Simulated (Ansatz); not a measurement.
# As: the cost of one run

Computed with the Python package of Ansatz 0.2.0. Level of theory: DFT LDA, plane waves, PAW.

### Step 1. The structure

As Fd-3m: It takes space group Fd-3m (No. 227, cubic). Conventional cell: a = 6.070 Å, b = 6.070 Å, c = 6.070 Å, α = 90.00°, β = 90.00°, γ = 90.00°. As (site symmetry -43m) has 4 As at 2.63 Å as nearest neighbours.

As Fm-3m: The structure is cubic, space group Fm-3m (No. 225). Conventional cell: a = 4.420 Å, b = 4.420 Å, c = 4.420 Å, α = 90.00°, β = 90.00°, γ = 90.00°. Around As (site symmetry m-3m) lie 12 As at 3.13 Å.

The script holds or builds the structure itself.

### Step 2. The script

run_transition.py

```python
"""Enthalpies of two structures of As under pressure."""

import ansatz as az
import numpy as np


def diamond(a_site, a):
    return az.Crystal.diamond(a_site, a=a)


def fcc(a_site, a):
    return (
        az.Lattice.fcc(a)
        .space_group(225)
        .atom(a_site, (0, 0, 0))
        .primitive()
    )


def solve(name, crystal, pressure=0.0):
    calc = (
        crystal.calculation()
        .basis(420)
        .scf(tolerance=1e-09)
        .functional("lda")
        .kpoints(spacing=0.16)
        .occupations("fermi_dirac", width=0.1)
    )
    calc = calc.relax(force_tolerance=0.01, cell=True, pressure=pressure)
    return calc.run(threads=1)


def volume_per_atom(outcome):
    return abs(np.linalg.det(outcome.lattice.cell_ang)) / len(outcome.lattice.sites)

phases = {}
phases["diamond"] = diamond("As", 6.07)
phases["fcc"] = fcc("As", 4.42)

# H = E + PV, with 1 eV per cubic angstrom equal to 160.2 GPa
pressures = [0, 5, 10, 20]
enthalpy, volume = {name: [] for name in phases}, {name: [] for name in phases}
for p in pressures:
    for name, crystal in phases.items():
        o = solve(name, crystal, pressure=p)
        volume[name].append(volume_per_atom(o))
        enthalpy[name].append(o.report["energy_sigma0_ev"] / len(o.lattice.sites) + p * volume[name][-1] / 160.21766)
gap = np.array(enthalpy["fcc"]) - np.array(enthalpy["diamond"])
rows = [(p, va, vb, 1000 * d) for p, va, vb, d in zip(pressures, volume["diamond"], volume["fcc"], gap)]
print("   P (GPa)  V diamond (A^3/atom)  V fcc (A^3/atom)  H(fcc) - H(diamond) (meV/atom)")
for row in rows:
    print(f"{row[0]:10d}  {row[1]:20.3f}  {row[2]:16.3f}  {row[3]:+30.1f}")
crossings = [p0 - g0 * (p1 - p0) / (g1 - g0) for p0, p1, g0, g1 in zip(pressures, pressures[1:], gap, gap[1:]) if g0 * g1 < 0]
print("crossing near", [round(float(p), 1) for p in crossings], "GPa") if crossings else print("no crossing in this range")
```

### Step 3. The calls as engine input

The engine receives this input (first run):

```yaml
crystal:
  lattice:
    - [0.0, 3.035, 3.035]
    - [3.035, 0.0, 3.035]
    - [3.035, 3.035, 0.0]
  atoms:
    - { symbol: As, position: [0.0, 0.0, 0.0] }
    - { symbol: As, position: [0.25, 0.25, 0.25] }
basis:
  ecutwfc: 420.0
kpoints:
  mp_grid:
    kspacing: 0.16
hamiltonian:
  xc: lda
scf:
  convergence:
    dr2_threshold: 1.0e-09
  occupations:
    method: fermi_dirac
    width: 0.1
relax:
  f_tol: 0.01
  cell:
    p_target: 0.0
```

### Step 4. Running it

Command:

```sh
$ python run_transition.py
```

Q: Estimate wall time and peak memory on 1 thread of Intel Xeon 6975P-C (Granite Rapids), shared host.

About 66 s, with a peak of 0.49 GiB.
